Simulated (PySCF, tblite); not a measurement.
**C6H12BF2N: geometry, infrared bands and NMR shifts**

Wanted: the infrared bands and NMR shifts of C6H12BF2N (`C=C(C)[B@H-]([NH3+])C(=C)C(F)F`), by calculation.

Programs: tblite 0.8.0 and PySCF 2.14.0, with density-fitted response routines of our own. Each step states its level of theory. These are calculated values for one molecule in the gas phase, unless marked as measured. Atoms are numbered from 0 throughout.

### 1 The starting structure

22 atoms, charge 0, multiplicity 1; geometry from: force field or distance geometry start.

Bonds of the start (Å): C0–C1 1.34, C1–C2 1.49, C1–B3 1.57, B3–N4 1.52, B3–C5 1.58, C5–C6 1.34, C5–C7 1.50, C7–F8 1.39, C7–F9 1.38, C0–H10 1.07, C0–H11 1.11, C2–H12 1.10, C2–H13 1.12, C2–H14 1.10, B3–H15 1.19, N4–H16 1.04, N4–H17 1.03, N4–H18 1.06, C6–H19 1.09, C6–H20 1.09, C7–H21 1.12.

### 2 Optimising the geometry with GFN2-xTB

Job settings and geometry (Å):

```
{"job": {"kind": "relax", "xc": "GFN2-xTB", "basis": "xTB"}, "charge": 0, "multiplicity": 1}
C     -1.414000    -0.328800     1.358700
C     -1.274400     0.116300     0.106000
C     -2.382400     0.940900    -0.446700
B      0.015200    -0.219000    -0.719700
N      0.191700    -1.716300    -0.916300
C      1.231800     0.451100     0.032000
C      1.120700     1.765300     0.250700
C      2.441700    -0.320200     0.465600
F      2.123100    -1.347100     1.352400
F      3.140800    -0.843100    -0.606300
H     -0.695700    -0.933900     1.880600
H     -2.351600    -0.058300     1.891100
H     -2.020100     1.806400    -1.015000
H     -2.924300     1.363400     0.441200
H     -3.037300     0.268000    -1.012700
H     -0.012500     0.299400    -1.789600
H     -0.614200    -2.233100    -0.512700
H      1.070300    -2.100100    -0.549800
H      0.205300    -1.926000    -1.957600
H      1.877900     2.355900     0.757300
H      0.221900     2.289400    -0.072200
H      3.075800     0.388900     1.062100
```

On the command line:

```
> OMP_NUM_THREADS=1 python probes_run.py task.json out
```

This one command runs all jobs of the session in turn.

**Question.** This job is followed by: GFN2-xTB harmonic vibrations, gas phase; GIAO PBE0/pcSseg-1 NMR shielding, non-relativistic, gas phase. Predict these results of the whole session: strongest single infrared mode (GFN2-xTB); zero-point energy (GFN2-xTB); 13C shifts against TMS (PBE0/pcSseg-1); 1H shifts against TMS (PBE0/pcSseg-1, means over atoms taken as alike); 11B shifts against BF3·OEt2 (PBE0/pcSseg-1); 15N shifts against NH3 (PBE0/pcSseg-1); 19F shifts against CFCl3 (PBE0/pcSseg-1).

As calculated:

| quantity | value |
| --- | --- |
| strongest single infrared mode (GFN2-xTB) | 953 cm⁻¹, 210 km/mol |
| zero-point energy (GFN2-xTB) | 109.6 kcal/mol |
| 13C shifts against TMS (PBE0/pcSseg-1) | 173.2, 163.7, 133.3, 129.6, 116.8, 33.6 ppm |
| 1H shifts against TMS (PBE0/pcSseg-1, means over atoms taken as alike) | 6.27, 5.63, 5.50, 5.47, 4.86, 3.61, 2.87, 2.14 ppm |
| 11B shifts against BF3·OEt2 (PBE0/pcSseg-1) | -17.5 ppm |
| 15N shifts against NH3 (PBE0/pcSseg-1) | 48.5 ppm |
| 19F shifts against CFCl3 (PBE0/pcSseg-1) | -115.5, -119.6 ppm |

What this shows: Over 143 steps the energy fell by 0.786 eV; of the close pairs, B3–N4 changed most, 1.520 to 1.630 Å. No mode is imaginary among the 60: a minimum at this level. The strongest single mode, at 953 cm⁻¹, moves mainly C7. Unscaled tight-binding wavenumbers are off by several per cent, some by more. Its intensities can rank the bands wrongly. H21 (hydrogen on an allylic sp3 CH bonded to 2 F) lies farthest downfield among hydrogen, at 6.27 ppm; its carbon carries F, which withdraws density. At PBE0/pcSseg-1: The largest span, 301 ppm, is at C1, where the paramagnetic term is -248 ppm.
